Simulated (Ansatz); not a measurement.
# Br₃HOSi: basis-set convergence

Aim: see how fast density functionals converge with the basis set for Br₃HOSi.

Method: one geometry, several basis sets; program: Ansatz 0.2.0, Gaussian basis.

Levels to be run: PBE0-D4/def2-SVP; ωB97M-V/def2-SVP; PBE0-D4/def2-QZVPP; ωB97M-V/def2-QZVPP; the functionals' def2-TZVPP values are taken from earlier runs.

## (1) The geometry

An earlier PBE0-D4 in a triple-zeta def2 set relaxation fixed the geometry.

6 atoms, charge 0, spin multiplicity 1.

Atoms are counted from 1 here; the program's logs count them from 0.

Bond lengths: O1–Si2 1.620 Å, O1–H6 0.960 Å, Si2–Br3 2.202 Å, Si2–Br4 2.202 Å, Si2–Br5 2.185 Å. Angles: Si2–O1–H6 117.9°, O1–Si2–Br3 111.0°, O1–Si2–Br4 111.0°, O1–Si2–Br5 106.3°, Br3–Si2–Br4 108.0°, Br3–Si2–Br5 110.3°, Br4–Si2–Br5 110.3°.

## (2) PBE0-D4 in def2-SVP

Contents of in.yaml:

```yaml
crystal:
  periodic: [false, false, false]
  atoms:
    - {symbol: O, position_ang: [-0.845092, 0.397926, 0.993150]}
    - {symbol: Si, position_ang: [0.172582, 0.069432, -0.223580]}
    - {symbol: Br, position_ang: [1.986817, -0.935834, 0.516043]}
    - {symbol: Br, position_ang: [-0.777897, -1.246547, -1.711538]}
    - {symbol: Br, position_ang: [0.686842, 1.990148, -1.129351]}
    - {symbol: H, position_ang: [-1.181151, -0.339226, 1.509075]}
basis:
  gaussian: {orbitals: def2-SVP}
hamiltonian: {xc: pbe0, dispersion: d4}
output: {orbitals: {seedname: orbitals}}
```

Command:

```sh
> ansatz run in.yaml --threads 4 --pin off --events-out ev --progress --plain --max-ram 11315MiB
```

The runs that follow: ωB97M-V in def2-SVP; PBE0-D4 in def2-QZVPP; ωB97M-V in def2-QZVPP.

Q: Predict the results of all the runs planned. Wanted: PBE0-D4: double and triple zeta above quadruple; ωB97M-V: double and triple zeta above quadruple.

As calculated:

| quantity | value |
| --- | --- |
| PBE0-D4: double and triple zeta above quadruple | 35.81, 4.68 eV |
| ωB97M-V: double and triple zeta above quadruple | 35.52, 4.50 eV |

What this shows: PBE0-D4 gains 31.13 eV from double to triple zeta, then 4.68 eV more. These are total energies; as a rule much of such shifts cancels in differences, which this series doesn't test. The LUMO of ωB97M-V is positive and keeps falling with the basis (1.32 to 0.81 eV): an unbound level that the basis holds in place.
